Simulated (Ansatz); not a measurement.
TiGeSb, space group P4/nmm, a charge-density difference against the sublattices

Computed with the Ansatz DFT code, driven from Python.

Notebook, run cell by cell (the value of a cell's last expression is shown):

**Cell 1**
```python
import ansatz as az
import numpy as np
```

**Cell 2**
```python
VECTORS = np.array([
    [3.7022, 0.0, 0.0],
    [0.0, 3.7022, 0.0],
    [0.0, 0.0, 8.2137],
])
SITES = [
    ("Ti", [0.5, 0.0, 0.24875]),
    ("Ti", [0.0, 0.5, 0.75125]),
    ("Ge", [0.0, 0.0, 0.0]),
    ("Ge", [0.5, 0.5, 0.0]),
    ("Sb", [0.5, 0.0, 0.61556]),
    ("Sb", [0.0, 0.5, 0.38444]),
]
```

**Cell 3**
```python
def make_crystal(cell):
    crystal = az.Crystal(lattice=az.Lattice.of(cell))
    for symbol, position in SITES:
        crystal = crystal.atom(symbol, position)
    return crystal
```

**Cell 4**
```python
# same cell, cutoff and mesh for the crystal and its parts
def solve(crystal):
    return (
        crystal.calculation()
        .functional(az.Functional.LDA)
        .occupations("Gaussian")
        .scf(max_iterations=80)
        .basis(460, grid_basis="typed")
        .kpoints(6, 6, 3)
        .density()
        .run(threads=1)
    )
```

**Cell 5**
```python
whole = solve(make_crystal(VECTORS))
difference = whole.density().channels[0].density_e_per_ang3.copy()
binding = whole.report["free_energy_ev"]
for element in ["Ti", "Ge", "Sb"]:
    part = az.Crystal(lattice=az.Lattice.of(VECTORS))
    for symbol, position in SITES:
        if symbol == element:
            part = part.atom(symbol, position)
    alone = solve(part)
    difference -= alone.density().channels[0].density_e_per_ang3
    binding -= alone.report["free_energy_ev"]
    print(f"{element} sublattice: {alone.report['n_electrons']:g} electrons, {alone.report['n_iterations']} iterations")
```
Output:
```text
Ti sublattice: 24 electrons, 7 iterations
Ge sublattice: 28 electrons, 6 iterations
Sb sublattice: 30 electrons, 7 iterations
```

**Cell 6**
```python
voxel = abs(np.linalg.det(VECTORS)) / difference.size
print(f"energy of the crystal less its unpolarised sublattices: {binding / len(SITES):.4f} eV/atom")
print(f"net charge of the difference {difference.sum() * voxel:.5f} e, charge rearranged {0.5 * np.abs(difference).sum() * voxel:.3f} e")
print(f"extremes {difference.min():.4f} and {difference.max():.4f} e/A^3")
for (symbol, position) in SITES:
    index = tuple(int(round(p * n)) % n for p, n in zip(position, difference.shape))
    print(f"  change of the pseudo-density at the grid point nearest {symbol}: {difference[index]:+.4f} e/A^3")
```
Output:
```text
energy of the crystal less its unpolarised sublattices: -2.5195 eV/atom
net charge of the difference 0.00000 e, charge rearranged 1.344 e
extremes -0.2260 and 0.1351 e/A^3
  change of the pseudo-density at the grid point nearest Ti: -0.0915 e/A^3
  change of the pseudo-density at the grid point nearest Ti: -0.0915 e/A^3
  change of the pseudo-density at the grid point nearest Ge: +0.1351 e/A^3
  change of the pseudo-density at the grid point nearest Ge: +0.1160 e/A^3
  change of the pseudo-density at the grid point nearest Sb: +0.0633 e/A^3
  change of the pseudo-density at the grid point nearest Sb: +0.0633 e/A^3
```

The settings weren't tested for convergence. For a metal this k-point mesh is coarse: on a finer one energies can move by several to tens of meV an atom and pressures by half a GPa or more, differences at one mesh by less. Densities and potentials on the grid are those of the valence electrons, and inside the cores they hang on the potentials used. The structure is a deposited one; some such entries were measured under pressure or heat, so a shift against it needn't be the functional's error alone. Charge moved counts every rearrangement, bonding and polarisation too, and is no transfer between atoms; the bare sublattices are artificial references. Values near the nuclei depend on the potentials. The whole script took 12 s on 1 thread of Intel(R) Xeon(R) Platinum 8259CL CPU @ 2.50GHz (Skylake/Cascade Lake) (shared host), peak memory 0.51 GiB.
